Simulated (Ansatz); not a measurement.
This script makes the interaction energy of a dimer with the counterpoise correction of BrHSSi, SMILES S[Si]Br with Ansatz 0.2.0 through its Python package.

`dimer_brhssi.py`
```python
"""Interaction energy of two BrHSSi molecules, with the counterpoise correction."""

from dataclasses import dataclass

import ansatz as az


@dataclass
class RunConfig:
    basis: str = "def2-SVPD"
    xc: str = "HF"


opts = RunConfig()

FIRST = [
    ("S", (-0.1885, 0.9899, -0.6086)),
    ("Si", (-0.1923, -0.8395, 0.4266)),
    ("Br", (1.8443, -1.1849, 1.1274)),
    ("H", (-1.4636, 1.0346, -0.9455)),
]
SECOND = [
    ("S", (0.0303, -1.1017, 3.9285)),
    ("Si", (-1.1459, -0.3829, 5.5154)),
    ("Br", (-1.898, 1.5764, 4.9209)),
    ("H", (0.3861, -2.2609, 4.4491)),
]

def energy(atoms, ghosts=()):
    molecule = az.Crystal.molecule()
    for symbol, xyz in atoms:
        molecule = molecule.atom(symbol, xyz)
    calc = (
        molecule.calculation()
        .basis(gaussian=opts.basis)
        .functional(opts.xc)
    )
    deck = calc.input()
    if ghosts:
        deck = deck.set(az.key.basis.gaussian.ghost_atoms, [{"symbol": s, "position_ang": list(xyz)} for s, xyz in ghosts])
    return az.Session.from_dict(deck).plan().execute().report["free_energy_ev"]

# monomers in their own basis and in the basis of the dimer
both = energy(FIRST + SECOND)
alone = energy(FIRST) + energy(SECOND)
ghosted = energy(FIRST, SECOND) + energy(SECOND, FIRST)
print(f"dimer {both:.6f} eV")
print(f"interaction, uncorrected   {(both - alone):8.3f} eV")
print(f"interaction, counterpoise  {(both - ghosted):8.3f} eV")
print(f"basis-set superposition    {(alone - ghosted):8.3f} eV")
```

How large is the interaction at this pose, and how much of it is basis-set superposition?

Uncorrected it is 0.215 eV, with the counterpoise correction 0.259 eV; the difference, 0.04 eV, is the superposition error. In this basis both values are repulsive.

What the script printed:

```console
$ python dimer_brhssi.py
dimer -177362.548938 eV
interaction, uncorrected      0.215 eV
interaction, counterpoise     0.259 eV
basis-set superposition       0.044 eV
```

Total energies depend on the basis set; only differences at equal settings carry meaning. The dimer is a generated trial pose of unrelaxed monomers, not a minimum, so the figure is no binding energy, and the basis set is small. Hartree-Fock leaves correlation out, so bond, atomisation and ionisation energies come out well too low. This level lacks the dispersion part of the attraction (electrostatics and induction are there), which can decide the sign where the interaction is weak. Run time: 30 s on 1 thread of Arm Neoverse V2, with other jobs on the host, peak memory 0.7 GiB.

(Lines on the test bed's own set-up are left out of the output.)
